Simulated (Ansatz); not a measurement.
**K (fcc type): how the settings move a single-point run**

Aim: see which settings change the result for K (fcc type), by how much, and at what cost.

Method: reference: DFT, LDA, PAW with Ansatz's default frozen-core files, scalar-relativistic, in Ansatz 0.2.0.

1 further run of the same task is left out (it didn't finish). Runs told in other sessions of the task aren't counted.

**1. The starting structure**

Symmetry: Fm-3m, No. 225, cubic system. The conventional cell has a = 6.186 Å, b = 6.186 Å, c = 6.186 Å, α = 90.00°, β = 90.00°, γ = 90.00°. K (site symmetry m-3m) has 12 K at 4.37 Å in its first shell of neighbours.

As a file:

```
CELL_PARAMETERS angstrom
0.00000 3.09311 3.09311
3.09311 0.00000 3.09311
3.09311 3.09311 0.00000
ATOMIC_POSITIONS crystal
K 0.00000 0.00000 0.00000
```

**2. The reference run**

The input, input.yaml:

```yaml
crystal:
  lattice:
    - [0.0, 3.093107127, 3.093107127]
    - [3.093107127, 0.0, 3.093107127]
    - [3.093107127, 3.093107127, 0.0]
  atoms:
    - { symbol: K, position: [0.0, 0.0, 0.0] }
kpoints:
  mp_grid: { grid: [12, 12, 12] }
scf:
  occupations: { method: fermi_dirac, width: 0.08 }
hamiltonian:
  xc: lda
  pseudopotentials: { kind: paw }
output:
  forces: true
  stress: true
  eigenvalues: true
  populations: true
```

Launch:

```sh
$ ansatz run input.yaml --threads 1 --pin off --max-ram 2048MiB --backend cpu --events-out ev --progress --plain --runs-dir out
```

**3. Variant: chi_scale 0.3, mixing.algorithm msr1, mixing.beta 0.1**

Changes to input.yaml since step 2:

```diff
@@ -11,2 +11,4 @@
   occupations: { method: fermi_dirac, width: 0.08 }
+  initial_density: { chi_scale: 0.3 }
+  mixing: { algorithm: msr1, beta: 0.1 }
 hamiltonian:
```

Before running it: what results should come out? Wanted: for each run, ending; energy change; pressure; gap; force.

The runs gave:

| run | ending | energy change | pressure (GPa) | gap (eV) | force (eV/Å) | cycles | time |
| --- | --- | --- | --- | --- | --- | --- | --- |
| reference | converged | 0 | 0.4 | 0.00 | 0.00 | 6 | 2.7 s |
| 1: chi_scale 0.3, mixing.algorithm msr1, mixing.beta 0.1 | converged | 0.0 meV/atom | 0.4 | 0.00 | 0.00 | 6 | 2.7 s |

Residual by cycle in the longest SCF loop of each run; runs are numbered as in the table. The quantity is the density residual dr2, in eV.

| cycle | reference | run 1 |
| --- | --- | --- |
| 1 | 0.00244 | 0.0318 |
| 2 | 7.8e-4 | 0.0264 |
| 3 | 5.7e-5 | 0.00136 |
| 4 | 2.8e-6 | 3.7e-5 |
| 5 | 4.5e-7 | 4.8e-7 |
| 6 | 1.1e-8 | 1.6e-9 |

What this shows: Energy and cycle count are those of the reference, so the change (start and mixing) left the result and the number of cycles as they were.
